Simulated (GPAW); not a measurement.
# Mg3GaO4 (Pm-3m) in GPAW: settings compared, part 2 of 2

GPAW 26.7.0. Earlier steps stand in the parts before.

## 4. Relaxation of cell and atoms, PBEsol+D3(BJ)

Input file run.py:

```python
from ase import Atoms
from ase.calculators.mixing import SumCalculator
from ase.filters import FrechetCellFilter
from ase.io import write
from ase.optimize import BFGS
from dftd3.ase import DFTD3
from gpaw import GPAW, PW, setup_paths

setup_paths.insert(0, '.')

atoms = Atoms(['Ga', 'Mg', 'Mg', 'Mg', 'O', 'O', 'O', 'O'],
              cell=[[4.363491, 0.0, 0.0],
                    [0.0, 4.363491, 0.0],
                    [0.0, 0.0, 4.363491]],
              scaled_positions=[[0.0, 0.0, 0.0],
                                [0.5, 0.5, 0.0],
                                [0.5, 0.0, 0.5],
                                [0.0, 0.5, 0.5],
                                [0.0, 0.5, 0.0],
                                [0.0, 0.0, 0.5],
                                [0.5, 0.5, 0.5],
                                [0.5, 0.0, 0.0]],
              pbc=True)

calc = GPAW(mode=PW(800),
            xc='PBEsol',
            kpts={'size': (5, 5, 5), 'gamma': True},
            occupations={'name': 'fermi-dirac', 'width': 0.05},
            nbands=48,
            convergence={'density': 1e-05, 'forces': 0.0001},
            maxiter=150,
            txt='gpaw.txt')
atoms.calc = SumCalculator([calc, DFTD3(method='pbesol', damping='d3bj')])
opt = BFGS(FrechetCellFilter(atoms), trajectory='relax.traj', logfile='-')
done = opt.run(fmax=0.02, steps=60)
calc.write('gs.gpw')
write('result.traj', atoms)
print('Converged:', done)
print('Cell:', atoms.cell.cellpar().round(4))
print('Volume:', round(atoms.get_volume(), 4))
print(atoms.get_scaled_positions().round(5))
```

Started as:

```
$ gpaw-setup -f PBEsol Ga Mg O
$ OMP_NUM_THREADS=1 python run.py
```

Run time: 2 min. Hardware: 1 thread of Arm Neoverse V2, shared host; peak memory 0.28 GiB.

Results (log left out):

| Quantity | Value |
| --- | --- |
| Free energy | -50.6748 eV |
| Relaxed volume | 9.87 Å³/atom |
| Relaxed cell | a = 4.290 Å, b = 4.290 Å, c = 4.290 Å, α = 90.00°, β = 90.00°, γ = 90.00° |
| Space group after relaxing (to 0.05 Å) | Pm-3m (No. 221) |
| Energy gained by relaxing | 12.5 meV/atom |
| Ionic steps | 4 |
| Pressure after relaxing | 0.0 GPa |
| Band gap on the k mesh | none (metal or under the smearing width) |
| Dispersion energy per atom | -0.233 eV |

Step by step:
| step | energy change (eV) | largest force (eV/Å) | pressure (GPa) | volume (Å³) |
| --- | --- | --- | --- | --- |
| 1 | 0.0000 | 0.0000 | -7.66 | 83.08 |
| 2 | -0.0101 | 0.0000 | -7.30 | 82.86 |
| 3 | -0.0994 | 0.0000 | 0.53 | 78.70 |
| 4 | -0.1000 | 0.0000 | -0.03 | 78.96 |

Final structure:
```
CELL_PARAMETERS angstrom
4.29013 0.00000 0.00000
0.00000 4.29013 0.00000
0.00000 0.00000 4.29013
ATOMIC_POSITIONS crystal
Ga 0.00000 0.00000 0.00000
Mg 0.50000 0.50000 0.00000
Mg 0.50000 0.00000 0.50000
Mg 0.00000 0.50000 0.50000
O 0.00000 0.50000 0.00000
O 0.00000 0.00000 0.50000
O 0.50000 0.50000 0.50000
O 0.50000 0.00000 0.00000
```

Levels at points of the mesh, in eV from the Fermi level:
```csv
k point,band 27,band 28,band 29,band 30,band 31,band 32
"(0.00, 0.00, 0.00)",-4.89,-4.89,-3.70,1.01,4.37,4.37
```

Caveat: the data sets keep Ga 3d, Li 1s and Be 1s frozen, and some such compounds lay over 1.5 % in volume off other programs; later steps reuse the first step's grids; an odd number of electrons without spin polarisation forces a metal; a magnetic or distorted state may lie lower; pairwise dispersion overbinds metals, which lowers pressure and volume.

## 5. Relaxation of cell and atoms, PBEsol+D3(BJ)+ATM

run.py, as its differences from that of step 4:

```diff
@@ -32,3 +32,3 @@
             txt='gpaw.txt')
-atoms.calc = SumCalculator([calc, DFTD3(method='pbesol', damping='d3bj')])
+atoms.calc = SumCalculator([calc, DFTD3(damping='d3bj', params_tweaks=dict(method='pbesol', atm=True))])
 opt = BFGS(FrechetCellFilter(atoms), trajectory='relax.traj', logfile='-')
```

Started as:

```
$ gpaw-setup -f PBEsol Ga Mg O
$ OMP_NUM_THREADS=1 python run.py
```

It took 2.1 min on 1 thread of Arm Neoverse V2, shared host; peak memory 0.27 GiB.

It converged, with:

| Quantity | Value |
| --- | --- |
| Free energy | -50.4931 eV |
| Relaxed volume | 9.91 Å³/atom |
| Relaxed cell | a = 4.296 Å, b = 4.296 Å, c = 4.296 Å, α = 90.00°, β = 90.00°, γ = 90.00° |
| Space group after relaxing (to 0.05 Å) | Pm-3m (No. 221) |
| Energy gained by relaxing | 10.4 meV/atom |
| Ionic steps | 4 |
| Pressure after relaxing | 0.0 GPa |
| Band gap on the k mesh | none (metal or under the smearing width) |
| Dispersion energy per atom | -0.210 eV |

The path:
```csv
step,energy change (eV),largest force (eV/Å),pressure (GPa),volume (Å³)
1,0.0000,0.0000,-7.02,83.08
2,-0.0084,0.0000,-6.69,82.88
3,-0.0828,0.0000,0.45,79.09
4,-0.0830,0.0000,-0.02,79.31
```

Final structure:
```
Ga Mg O
1.0
     4.29647    0.00000    0.00000
     0.00000    4.29647    0.00000
     0.00000    0.00000    4.29647
Ga Mg O
1 3 4
Cartesian
  0.0000 0.0000 0.0000
  2.1482 2.1482 0.0000
  2.1482 0.0000 2.1482
  0.0000 2.1482 2.1482
  0.0000 2.1482 0.0000
  0.0000 0.0000 2.1482
  2.1482 2.1482 2.1482
  2.1482 0.0000 0.0000
```

Levels at points of the mesh, in eV from the Fermi level:
| k point | band 27 | band 28 | band 29 | band 30 | band 31 | band 32 |
| --- | --- | --- | --- | --- | --- | --- |
| (0.00, 0.00, 0.00) | -4.85 | -4.85 | -3.70 | 1.01 | 4.40 | 4.40 |

Caveat: the data sets keep Ga 3d, Li 1s and Be 1s frozen, and some such compounds lay over 1.5 % in volume off other programs; later steps reuse the first step's grids; an odd number of electrons without spin polarisation forces a metal; a magnetic or distorted state may lie lower; pairwise dispersion overbinds metals, which lowers pressure and volume.

## 6. Relaxation of cell and atoms, PBEsol+D4

run.py, as its differences from that of step 5:

```diff
@@ -5,3 +5,3 @@
 from ase.optimize import BFGS
-from dftd3.ase import DFTD3
+from dftd4.ase import DFTD4
 from gpaw import GPAW, PW, setup_paths
@@ -32,3 +32,3 @@
             txt='gpaw.txt')
-atoms.calc = SumCalculator([calc, DFTD3(damping='d3bj', params_tweaks=dict(method='pbesol', atm=True))])
+atoms.calc = SumCalculator([calc, DFTD4(method='pbesol')])
 opt = BFGS(FrechetCellFilter(atoms), trajectory='relax.traj', logfile='-')
```

Potentials or basis: PAW data sets generated in the run's folder for this functional, pw.

Started as:

```
$ gpaw-setup -f PBEsol Ga Mg O
$ OMP_NUM_THREADS=1 python run.py
```

gpaw.txt:

```text
__  _  _
 | _ |_)|_||  |
 |__||  | ||/\| - 26.7.0

Input parameters:
  mode=PW(ecut=800.0),
  convergence={'density': 1e-05, 'forces': 0.0001},
  kpts=MonkhorstPack(size=(5, 5, 5), gamma=True),
  maxiter=150,
  nbands=48,
  occupations=Occupations(name='fermi-dirac', width=0.05),
  xc=XC(name='PBEsol')

Diagonalizing LCAO Hamiltonian
Converting LCAO to pw mode
    .----------.
   /|          |
  / |          |
 *  |          |
 |Mg|   O      |
 |  .----------.
 O /  Mg      /
 |/     Mg   /
 Ga---O-----*

Atoms  # Å, Bohr magnetons
|   | symbol |        x |        y |        z |    initial magnetic moments |
|---|--------|----------|----------|----------|-----------------------------|
| 0 |     Ga | 0.000000 | 0.000000 | 0.000000 | ( 0.0000,  0.0000,  0.0000) |
| 1 |     Mg | 2.181745 | 2.181745 | 0.000000 | ( 0.0000,  0.0000,  0.0000) |
| 2 |     Mg | 2.181745 | 0.000000 | 2.181745 | ( 0.0000,  0.0000,  0.0000) |
| 3 |     Mg | 0.000000 | 2.181745 | 2.181745 | ( 0.0000,  0.0000,  0.0000) |
| 4 |      O | 0.000000 | 2.181745 | 0.000000 | ( 0.0000,  0.0000,  0.0000) |
| 5 |      O | 0.000000 | 0.000000 | 2.181745 | ( 0.0000,  0.0000,  0.0000) |
| 6 |      O | 2.181745 | 2.181745 | 2.181745 | ( 0.0000,  0.0000,  0.0000) |
| 7 |      O | 2.181745 | 0.000000 | 0.000000 | ( 0.0000,  0.0000,  0.0000) |

Unit cell  # Å
| periodic |        x |        y |        z |  lengths |    angles |
|----------|----------|----------|----------|----------|-----------|
|      yes | 4.363491 | 0.000000 | 0.000000 | 4.363491 | 90.000000 |
|      yes | 0.000000 | 4.363491 | 0.000000 | 4.363491 | 90.000000 |
|      yes | 0.000000 | 0.000000 | 4.363491 | 4.363491 | 90.000000 |

Number of symmetries: 48
Symmetry operations  # r_c * U_cc + t_c -> r_c
|    | kind |            matrix            |
|----|------|------------------------------|
|  0 |  E   |  1, 0, 0,  0, 1, 0,  0, 0, 1 |
|  1 |  σ   |  1, 0, 0,  0, 1, 0,  0, 0,-1 |
|  2 |  σ   |  1, 0, 0,  0, 0, 1,  0, 1, 0 |
|  3 |  C4  |  1, 0, 0,  0, 0, 1,  0,-1, 0 |
|  4 |  C4  |  1, 0, 0,  0, 0,-1,  0, 1, 0 |
|  5 |  σ   |  1, 0, 0,  0, 0,-1,  0,-1, 0 |
|  6 |  σ   |  1, 0, 0,  0,-1, 0,  0, 0, 1 |
|  7 |  C2  |  1, 0, 0,  0,-1, 0,  0, 0,-1 |
|  8 |  σ   |  0, 1, 0,  1, 0, 0,  0, 0, 1 |
[... 561 lines left out ...]
No gap
No difference between direct/indirect transitions

Stress tensor  # eV/Ang^3
|         x |         y |        z |
|-----------|-----------|----------|
|  0.024033 | -0.000000 | 0.000000 |
| -0.000000 |  0.024033 | 0.000000 |
|  0.000000 |  0.000000 | 0.024033 |

Forces  # eV/Ang
|        x |        y |        z |
|----------|----------|----------|
|  0.00000 |  0.00000 |  0.00000 |  # Ga   0
|  0.00000 |  0.00000 | -0.00000 |  # Mg   1
|  0.00000 | -0.00000 |  0.00000 |  # Mg   2
| -0.00000 |  0.00000 |  0.00000 |  # Mg   3
| -0.00000 |  0.00000 |  0.00000 |  # O    4
| -0.00000 |  0.00000 |  0.00000 |  # O    5
| -0.00000 | -0.00000 | -0.00000 |  # O    6
|  0.00000 |  0.00000 |  0.00000 |  # O    7
[... 291 lines left out ...]
No gap
No difference between direct/indirect transitions

Stress tensor  # eV/Ang^3
|         x |         y |         z |
|-----------|-----------|-----------|
| -0.013772 |  0.000000 |  0.000000 |
|  0.000000 | -0.013772 | -0.000000 |
|  0.000000 | -0.000000 | -0.013772 |

Forces  # eV/Ang
|        x |        y |        z |
|----------|----------|----------|
| -0.00000 |  0.00000 | -0.00000 |  # Ga   0
|  0.00000 | -0.00000 |  0.00000 |  # Mg   1
|  0.00000 | -0.00000 |  0.00000 |  # Mg   2
| -0.00000 | -0.00000 |  0.00000 |  # Mg   3
|  0.00000 | -0.00000 |  0.00000 |  # O    4
|  0.00000 |  0.00000 |  0.00000 |  # O    5
| -0.00000 |  0.00000 |  0.00000 |  # O    6
|  0.00000 |  0.00000 |  0.00000 |  # O    7
[... 289 lines left out ...]
No gap
No difference between direct/indirect transitions

Stress tensor  # eV/Ang^3
|         x |         y |         z |
|-----------|-----------|-----------|
| -0.011616 | -0.000000 |  0.000000 |
| -0.000000 | -0.011616 | -0.000000 |
|  0.000000 | -0.000000 | -0.011616 |

Forces  # eV/Ang
|        x |        y |        z |
|----------|----------|----------|
| -0.00000 | -0.00000 | -0.00000 |  # Ga   0
|  0.00000 |  0.00000 | -0.00000 |  # Mg   1
|  0.00000 |  0.00000 |  0.00000 |  # Mg   2
| -0.00000 | -0.00000 | -0.00000 |  # Mg   3
|  0.00000 |  0.00000 |  0.00000 |  # O    4
|  0.00000 |  0.00000 | -0.00000 |  # O    5
|  0.00000 | -0.00000 |  0.00000 |  # O    6
| -0.00000 |  0.00000 |  0.00000 |  # O    7

# Writing to gs.gpw (mode='')
```

stdout:

```text
Step          Energy          fmax
BFGS:    0      -49.682394        0.379553
BFGS:    1      -49.688219        0.360839
BFGS:    2      -49.739727        0.020122
BFGS:    3      -49.740069        0.000837
Converged: True
Cell: [ 4.3069  4.3069  4.3069 90.     90.     90.    ]
Volume: 79.8898
[[0.  0.  0. ]
 [0.5 0.5 0. ]
 [0.5 0.  0.5]
 [0.  0.5 0.5]
 [0.  0.5 0. ]
 [0.  0.  0.5]
 [0.5 0.5 0.5]
 [0.5 0.  0. ]]
```

Wall time 2.2 min (1 thread of Arm Neoverse V2, shared host); peak memory 0.28 GiB.

Results:

```yaml
Free_energy: -49.7464 eV
Relaxed_volume: 9.99 Å³/atom
Relaxed_cell: a = 4.307 Å, b = 4.307 Å, c = 4.307 Å, α = 90.00°, β = 90.00°, γ = 90.00°
Space_group_after_relaxing_to_0.05_Å: Pm-3m (No. 221)
Energy_gained_by_relaxing: 7.2 meV/atom
Ionic_steps: 4
Pressure_after_relaxing: 0.0 GPa
Band_gap_on_the_k_mesh: none (metal or under the smearing width)
Dispersion_energy_per_atom: -0.115 eV
```

Step by step:
| step | energy change (eV) | largest force (eV/Å) | pressure (GPa) | volume (Å³) |
| --- | --- | --- | --- | --- |
| 1 | 0.0000 | 0.0000 | -5.86 | 83.08 |
| 2 | -0.0058 | 0.0000 | -5.58 | 82.91 |
| 3 | -0.0573 | 0.0000 | 0.32 | 79.72 |
| 4 | -0.0577 | 0.0000 | -0.01 | 79.89 |

Final structure:
```xyz
8
Lattice="4.3069 0.0000 0.0000 0.0000 4.3069 0.0000 0.0000 0.0000 4.3069" Properties=species:S:1:pos:R:3 pbc="T T T"
Ga    0.0000    0.0000    0.0000
Mg    2.1534    2.1534    0.0000
Mg    2.1534    0.0000    2.1534
Mg    0.0000    2.1534    2.1534
O     0.0000    2.1534    0.0000
O     0.0000    0.0000    2.1534
O     2.1534    2.1534    2.1534
O     2.1534    0.0000    0.0000
```

Caveat: the data sets keep Ga 3d, Li 1s and Be 1s frozen, and some such compounds lay over 1.5 % in volume off other programs; later steps reuse the first step's grids; an odd number of electrons without spin polarisation forces a metal; a magnetic or distorted state may lie lower; pairwise dispersion overbinds metals, which lowers pressure and volume.

## 7. Summary

| level | gap on the mesh (eV) | pressure (GPa) | relaxed volume (Å³/atom) |
| --- | --- | --- | --- |
| PBEsol | none | 0.1 | 10.09 |
| PBEsol+D3 | none | 0.0 | 9.94 |
| PBEsol+D3(BJ) | none | 0.0 | 9.87 |
| PBEsol+D3(BJ)+ATM | none | 0.0 | 9.91 |
| PBEsol+D4 | none | 0.0 | 9.99 |

Alike in all rows: task relaxation of cell and atoms; potentials or basis PAW data sets generated in the run's folder for this functional, pw; no spin polarisation; cell relaxed; k mesh 5 × 5 × 5; cutoff (eV) 800; smearing fermi-dirac 0.05 eV.

Caveats: the data sets keep Ga 3d, Li 1s and Be 1s frozen, and some such compounds lay over 1.5 % in volume off other programs; later steps reuse the first step's grids; an odd number of electrons without spin polarisation forces a metal; a magnetic or distorted state may lie lower; pairwise dispersion overbinds metals, which lowers pressure and volume (some runs).

Absolute energies hang on the potentials; compare differences alone.
